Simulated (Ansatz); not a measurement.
**CH6BNSi: small, medium and large basis sets**

An exercise on one series of results from a longer session: the logs are not shown, and one member is left open.

The runs use Ansatz 0.2.0, Gaussian basis; one geometry, several basis sets.

Levels to be run: PBE0-D4/def2-SVP; ωB97M-V/def2-SVP; PBE0-D4/def2-QZVPP; ωB97M-V/def2-QZVPP; the functionals' def2-TZVPP values are taken from earlier runs.

### The relaxed structure

All runs share one geometry, relaxed beforehand with PBE0-D4 in a triple-zeta def2 set.

10 atoms, charge 0, spin multiplicity 1.

Atoms are counted from 1 here; the program's logs count them from 0.

Bond lengths: Si1–B2 1.987 Å, Si1–H5 1.489 Å, Si1–H6 1.489 Å, Si1–H7 1.488 Å, B2–C3 1.575 Å, B2–N4 1.344 Å, C3–N4 1.457 Å, C3–H8 1.089 Å, C3–H9 1.089 Å, N4–H10 1.003 Å. Angles: B2–Si1–H5 109.6°, B2–Si1–H6 109.8°, B2–Si1–H7 112.7°, H5–Si1–H6 107.9°, H5–Si1–H7 108.3°, H6–Si1–H7 108.4°, Si1–B2–C3 153.9°, Si1–B2–N4 146.9°, C3–B2–N4 59.2°, B2–C3–N4 52.5°, B2–C3–H8 121.1°, B2–C3–H9 121.2°, N4–C3–H8 116.8°, N4–C3–H9 116.8°, H8–C3–H9 114.0°, B2–N4–C3 68.3°, B2–N4–H10 155.9°, C3–N4–H10 135.8°.

Coordinates:

```xyz
10

Si   -1.1846    0.9675   -0.9788
B     0.1676   -0.0690    0.0438
C     0.6354   -1.0223    1.2076
N     1.4567   -0.4315    0.1598
H    -2.2201    0.0433   -1.5175
H    -1.8620    1.9391   -0.0771
H    -0.5904    1.7199   -2.1173
H     0.7828   -0.6458    2.2189
H     0.4707   -2.0976    1.1558
H     2.4272   -0.4547   -0.0923
```

Set-up of the first run:

in.yaml

```yaml
crystal:
  periodic: [false, false, false]
  atoms:
    - {symbol: Si, position_ang: [-1.184639, 0.967496, -0.978793]}
    - {symbol: B, position_ang: [0.167615, -0.069024, 0.043821]}
    - {symbol: C, position_ang: [0.635373, -1.022262, 1.207625]}
    - {symbol: N, position_ang: [1.456701, -0.431478, 0.159839]}
    - {symbol: H, position_ang: [-2.220067, 0.043346, -1.517529]}
    - {symbol: H, position_ang: [-1.862031, 1.939072, -0.077123]}
    - {symbol: H, position_ang: [-0.590430, 1.719900, -2.117264]}
    - {symbol: H, position_ang: [0.782756, -0.645754, 2.218933]}
    - {symbol: H, position_ang: [0.470660, -2.097610, 1.155822]}
    - {symbol: H, position_ang: [2.427164, -0.454687, -0.092329]}
basis:
  gaussian: {orbitals: def2-SVP}
hamiltonian: {xc: pbe0, dispersion: d4}
output: {orbitals: {seedname: orbitals}}
```

Started as:

```bash
$ ansatz run in.yaml --threads 2 --pin off --events-out ev --progress --plain --max-ram 4352MiB
```

Among the steps run: PBE0-D4 in def2-SVP; ωB97M-V in def2-SVP; PBE0-D4 in def2-QZVPP; ωB97M-V in def2-QZVPP.

One table of the session follows, with a row left open; its other results are not shown here.

It belongs to the step «Density functionals: the series». 

```
functional       basis  HOMO (eV)
   PBE0-D4    def2-SVP      -7.71
   PBE0-D4  def2-TZVPP      -7.73
   PBE0-D4  def2-QZVPP      -7.74
   ωB97M-V    def2-SVP          ?
   ωB97M-V  def2-TZVPP      -9.92
   ωB97M-V  def2-QZVPP      -9.93
```

**Question.** Estimate the row for ωB97M-V, def2-SVP.

The run gave: HOMO (eV): -9.88. In the column «HOMO (eV)» it lies between ωB97M-V, def2-TZVPP (-9.92) and PBE0-D4, def2-QZVPP (-7.74).
